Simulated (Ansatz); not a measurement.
# CH₆GeO₂: up Jacob's ladder to CCSD(T)

An exercise on one series of results from a longer session: the logs are not shown, and one member is left open.

Program: Ansatz 0.2.0, Gaussian basis. Level of theory: functionals in def2-TZVPP, the program's frozen cores in correlated methods. These are calculated values, not measurements.

Plan: LDA (SPW92), PBE-D4, revPBE-D4, BLYP-D4, r2SCAN-D4, B97M-V, PBE0-D4, B3LYP-D4, r2SCANh-D4, r2SCAN0-D4, HSE06-D4, BHLYP-D4, CAM-B3LYP-D4, LC-ωPBE, ωB97X-V, ωB97M-V, B2PLYP, PBE-QIDH; CCSD(T)/def2-SVP; CCSD(T)/def2-TZVPP; MP2/def2-QZVPP; extrapolation to the limit; RPA on PBE.

## Structure used throughout

An earlier PBE0-D4 in a triple-zeta def2 set relaxation fixed the geometry.

SMILES `O[CH2][GeH2][OH]`, 10 atoms, charge 0, spin multiplicity 1.

Atoms are counted from 1 here; the program's logs count them from 0.

Bond lengths: O1–C2 1.416 Å, O1–H5 0.960 Å, C2–Ge3 1.965 Å, C2–H6 1.097 Å, C2–H7 1.098 Å, Ge3–O4 1.789 Å, Ge3–H8 1.542 Å, Ge3–H9 1.534 Å, O4–H10 0.959 Å. Angles: C2–O1–H5 109.0°, O1–C2–Ge3 107.3°, O1–C2–H6 112.4°, O1–C2–H7 112.2°, Ge3–C2–H6 108.3°, Ge3–C2–H7 108.9°, H6–C2–H7 107.7°, C2–Ge3–O4 107.8°, C2–Ge3–H8 110.8°, C2–Ge3–H9 111.3°, O4–Ge3–H8 109.4°, O4–Ge3–H9 105.5°, H8–Ge3–H9 111.8°, Ge3–O4–H10 112.5°.

The first run:

in.yaml reads:

```yaml
crystal:
  periodic: [false, false, false]
  atoms:
    - {symbol: O, position_ang: [-1.949324, 0.362571, -0.099915]}
    - {symbol: C, position_ang: [-0.587827, 0.729993, -0.223341]}
    - {symbol: Ge, position_ang: [0.487497, -0.788436, 0.409480]}
    - {symbol: O, position_ang: [2.211808, -0.332534, 0.274096]}
    - {symbol: H, position_ang: [-2.498185, 1.103840, -0.366574]}
    - {symbol: H, position_ang: [-0.335480, 1.607802, 0.384741]}
    - {symbol: H, position_ang: [-0.310757, 0.952916, -1.262108]}
    - {symbol: H, position_ang: [0.220417, -2.042027, -0.447805]}
    - {symbol: H, position_ang: [0.251162, -1.056531, 1.901447]}
    - {symbol: H, position_ang: [2.593888, -0.588595, -0.567024]}
basis:
  gaussian: {orbitals: def2-TZVPP}
hamiltonian: {xc: lda}
output: {orbitals: {seedname: orbitals}}
```

Run with:

```sh
> ansatz run in.yaml --threads 4 --pin off --events-out ev --progress --plain --max-ram 10444MiB
```

Among the steps run: LDA; PBE-D4 (GGA); revPBE-D4 (GGA); BLYP-D4 (GGA); r2SCAN-D4 (meta-GGA); B97M-V (meta-GGA); PBE0-D4 (hybrid); B3LYP-D4 (hybrid); r2SCANh-D4 (hybrid); r2SCAN0-D4 (hybrid); HSE06-D4 (hybrid); BHLYP-D4 (hybrid); CAM-B3LYP-D4 (range-separated); LC-ωPBE (range-separated); ωB97X-V (range-separated); ωB97M-V (range-separated); B2PLYP (double hybrid); PBE-QIDH (double hybrid).

One table of the session follows, with a row left open; its other results are not shown here.

It belongs to the step «Orbital energies across the functionals». 

```
  functional  HOMO (eV)  gap (eV)
 LDA (SPW92)      -6.57      5.62
      PBE-D4      -6.45      5.74
   revPBE-D4      -6.39      5.80
     BLYP-D4      -6.37      5.68
   r2SCAN-D4      -6.78      6.53
      B97M-V      -6.92      6.43
     PBE0-D4      -7.92      8.11
    B3LYP-D4      -7.71      7.58
  r2SCANh-D4          ?         ?
  r2SCAN0-D4      -8.14      8.61
    HSE06-D4      -7.52      7.34
    BHLYP-D4      -9.29     10.25
CAM-B3LYP-D4      -9.34     10.41
     LC-ωPBE     -10.66     13.06
     ωB97X-V     -10.33     12.52
     ωB97M-V     -10.21     12.07
```

Q: Estimate the row for r2SCANh-D4 from the others.

Worked estimate for «HOMO (eV)». Against the share of exact exchange, r2SCAN-D4 (0, -6.78), r2SCAN0-D4 (0.25, -8.14) give a slope of -5.44 per unit share; at 0.1 the line stands at -7.32.

The run gave: HOMO (eV): -7.33; gap (eV): 7.37. In «HOMO (eV)» the line misses by +0.01.
